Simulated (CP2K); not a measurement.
Runs of CP2K 2026.2 on Cd2S. It takes space group P3m1 (No. 156, trigonal). The conventional cell has a = 3.963 Å, b = 3.963 Å, c = 5.809 Å, α = 90.00°, β = 90.00°, γ = 120.00°. Around Cd (site symmetry 3m) lie 1 S at 2.52 Å. Cd (site symmetry 3m) is surrounded by 3 S at 2.60 Å. Around S (site symmetry 3m) lie 4 Cd at 2.52 to 2.60 Å. The cell comes from a database or a generator and needn't be the stable form of this composition.

```csv
task,level,potentials or basis,cell,k mesh,smearing,EPS_DEFAULT,NGRIDS,EXTRAPOLATION,optimiser,most steps,gap on the mesh (eV),pressure (GPa),largest force (eV/Å)
relaxation of cell and atoms,LDA,"GTH_POTENTIALS Cd GTH-PADE-q12, S GTH-PADE-q6; TZVP-MOLOPT-PBE-GTH basis",relaxed,6 × 6 × 4,fermi-dirac 0.05 eV,1.0E-10,5,USE_PREV_P,BFGS,40,0.17,0.0,0.15
band structure,PBEsol,"POTENTIAL_UZH Cd GTH-PBE-q12, S GTH-PBE-q6; TZVP-MOLOPT-PBE-GTH basis",as given,8 × 8 × 5,fermi-dirac 0.01 eV,1.0E-10,4,-,-,-,-,-2.5,0.12
band structure,LDA,"GTH_POTENTIALS Cd GTH-PADE-q12, S GTH-PADE-q6; TZVP-MOLOPT-PBE-GTH basis",as given,8 × 8 × 5,fermi-dirac 0.05 eV,1.0E-9,4,-,-,-,(b),-4.5,0.16
band structure,PBE,"POTENTIAL_UZH Cd GTH-PBE-q12, S GTH-PBE-q6; TZVP-MOLOPT-PBE-GTH basis",as given,8 × 8 × 5,fermi-dirac 0.0259 eV,1.0E-9,5,-,-,-,-,0.2,0.05
band structure,r2SCAN,"POTENTIAL_UZH Cd GTH-SCAN-q12, S GTH-SCAN-q6; TZVP-MOLOPT-SCAN-GTH basis",as given,8 × 8 × 5,fermi-dirac 0.05 eV,1.0E-10,5,-,-,-,-,-1.6,0.02
single point,PBE,"POTENTIAL_UZH Cd GTH-PBE-q12, S GTH-PBE-q6; TZVP-MOLOPT-PBE-GTH basis",as given,8 × 8 × 5,fermi-dirac 0.05 eV,1.0E-10,4,-,-,-,0.24,0.2,0.05
relaxation of cell and atoms,PBEsol,"POTENTIAL_UZH Cd GTH-PBE-q12, S GTH-PBE-q6; TZVP-MOLOPT-PBE-GTH basis",relaxed,6 × 6 × 4,fermi-dirac 0.05 eV,1.0E-9,5,USE_PREV_P,BFGS,40,(a),0.0,0.08
```

Alike in all rows: no spin polarisation.

Question: Estimate the missing entries.

Answer: (a) 0.13; (b) 0.25.

Caveats: the basis of atomic orbitals isn't converged, which shifts pressures, moduli and gaps; the potentials were made for another functional, which shifts forces and pressure (some runs); more than 0.5 GPa of stress was left at the end, so the final cell isn't listed (some runs); the mesh misses the band edges, which the band path finds closer together (some runs); an odd mesh through Γ misses points on the zone boundary, where band edges often lie (some runs).

A k mesh can miss the band edges, and the runs leave out spin-orbit coupling on Cd.

Not every run made on this cell is shown here.
